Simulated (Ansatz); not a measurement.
# Ca: the cost of one run

Program: Ansatz 0.2.0. Level of theory: DFT r2SCAN, scalar-relativistic, plane waves, PAW. These are calculated values, not measurements.

## Step 1: The system as given

Symmetry: I4_1/amd, No. 141, tetragonal system. Conventional cell: a = 7.221 Å, b = 7.221 Å, c = 10.156 Å, α = 90.00°, β = 90.00°, γ = 90.00°. Ca (site symmetry -4m2) is surrounded by 16 Ca at 4.21 to 4.41 Å. Ca (site symmetry 2/m) is surrounded by 6 Ca at 3.60 to 3.61 Å.

Coordinates:

```xyz
6
Lattice="-3.6104 3.6104 5.0779 3.6104 -3.6104 5.0779 3.6104 3.6104 -5.0779" Properties=species:S:1:pos:R:3 pbc="T T T"
Ca    0.0000    0.0000    0.0000
Ca    0.0000    3.6104    2.5390
Ca    3.6104    1.8052    1.2695
Ca    1.8052    3.6104   -1.2695
Ca    1.8052    0.0000    3.8084
Ca    0.0000    1.8052    6.3474
```

The cell was relaxed beforehand at this level, from a generated guess; it is a trial structure. At a tolerance of 0.05 Å it has space group I4_1/amd (No. 141); it has 44.13 Å³/atom, an uncorrected energy of +0.09 eV/atom over the standard state and, on its mesh, gap none (metal).

## Step 2: Level of theory: r2SCAN

Contents of input.yaml:

```yaml
crystal:
  lattice:
    - [-3.6104117269, 3.6104117269, 5.077924582]
    - [3.6104117269, -3.6104117269, 5.077924582]
    - [3.6104117269, 3.6104117269, -5.077924582]
  atoms:
    - { symbol: Ca, position: [0.0, 0.0, 0.0] }
    - { symbol: Ca, position: [0.75, 0.25, 0.5] }
    - { symbol: Ca, position: [0.375, 0.625, 0.75] }
    - { symbol: Ca, position: [0.375, 0.125, 0.75] }
    - { symbol: Ca, position: [0.375, 0.625, 0.25] }
    - { symbol: Ca, position: [0.875, 0.625, 0.25] }
basis:
  ecutwfc: 500
kpoints:
  mp_grid: { grid: [8, 8, 8] }
  band_path:
    path:
      - [[0.0, 0.0, 0.0], [0.0, 0.0, 0.5], [0.25, 0.25, 0.25], [0.0, 0.5, 0.0], [0.0, 0.0, 0.0], [0.5, 0.5, -0.5], [0.37638076, 0.62361924, -0.37638076]]
      - [[-0.37638076, 0.37638076, 0.37638076], [0.0, 0.0, 0.0]]
      - [[0.0, 0.0, 0.5], [-0.25276153, 0.25276153, 0.5]]
      - [[0.5, 0.5, -0.25276153], [0.5, 0.5, -0.5]]
    npoints: 14
hamiltonian:
  xc: r2scan
scf:
  occupations: { method: gaussian, width: 0.1 }
  n_extra_bands: 15
output:
  forces: true
  stress: true
  eigenvalues: true
  populations: true
  dos: { projected: true, de: 0.02, nscf_kmesh: { grid: [10, 10, 10] } }
  bader: true
  write_density: true
  write_potential: true
  elf: true
  volumetric_format: npy
```

The run is started by

```sh
ansatz run input.yaml --threads 1 --pin off --max-ram 2560MiB --backend cpu --events-out ev --progress --plain --runs-dir out
```

**Question.** How long does this run take on 1 thread of Arm Neoverse V1, shared host, and how much memory does it need?

About 6.3 min, with a peak of 1.7 GiB.
